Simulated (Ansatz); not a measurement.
A run of Ansatz 0.2.0 is set up as follows.

Contents of input.yaml:

```yaml
crystal:
  lattice:
    - [2.77085, 0.0, 0.0]
    - [-1.38543, 2.39963, 0.0]
    - [0.0, 0.0, 22.01961]
  atoms:
    - { symbol: Ni, position: [0.33333, 0.66667, 0.85081], spin: 1.0 }
    - { symbol: Ni, position: [0.66667, 0.33333, 0.14919], spin: 1.0 }
    - { symbol: Mo, position: [0.66667, 0.33333, 0.76059], spin: 1.0 }
    - { symbol: Mo, position: [0.33333, 0.66667, 0.23941], spin: 1.0 }
    - { symbol: Pd, position: [0.33333, 0.66667, 0.05329] }
    - { symbol: Pd, position: [0.66667, 0.33333, 0.94671] }
    - { symbol: Ir, position: [0.33333, 0.66667, 0.65827], spin: 0.6 }
    - { symbol: Ir, position: [0.66667, 0.33333, 0.34173], spin: 0.6 }
    - { symbol: W, position: [0.33333, 0.66667, 0.44418] }
    - { symbol: W, position: [0.66667, 0.33333, 0.55582] }
hamiltonian:
  xc: pbe
  pseudopotentials: { kind: paw }
magnetization:
  spin_polarized: true
kpoints:
  mp_grid: { grid: [8, 8, 1] }
scf:
  occupations: { method: fermi_dirac, width: 0.05 }
output:
  forces: true
  stress: true
  eigenvalues: true
relax:
  f_tol: 0.01
  max_steps: 40
  cell: { stress_tol: 0.05, p_target: 5.0 }
```

Potentials or basis: Ansatz PAW.

The run is started by

```console
$ ansatz run input.yaml --threads 8 --pin off --max-ram 20480MiB --backend cpu --events-out ev --progress --plain --runs-dir out
```

Task: Estimate the absolute moment.

Result: 0.00 μB per cell.

Task: Predict the relaxed cell.

Result: a = 2.754 Å, b = 2.754 Å, c = 21.855 Å, α = 90.00°, β = 90.00°, γ = 120.00°.

Task: Predict the band gap on the k mesh.

Result: None (metal or under the smearing width).

Task: What does it give for the net moment?

Result: 0.00 μB per cell.

Final structure:
```xyz
10
Lattice="2.7540 0.0000 0.0000 -1.3770 2.3850 0.0000 0.0000 0.0000 21.8547" Properties=species:S:1:pos:R:3 pbc="T T T"
Ni    0.0000    1.5900   18.6141
Ni    1.3770    0.7950    3.2406
Mo    1.3770    0.7950   16.6361
Mo    0.0000    1.5900    5.2187
Pd    0.0000    1.5900    1.1570
Pd    1.3770    0.7950   20.6978
Ir    0.0000    1.5900   14.3951
Ir    1.3770    0.7950    7.4596
W     0.0000    1.5900    9.7045
W     1.3770    0.7950   12.1502
```

Caveat: the starting moments weren't kept. Spin-orbit coupling is left out, which matters for the levels of Ir, W.
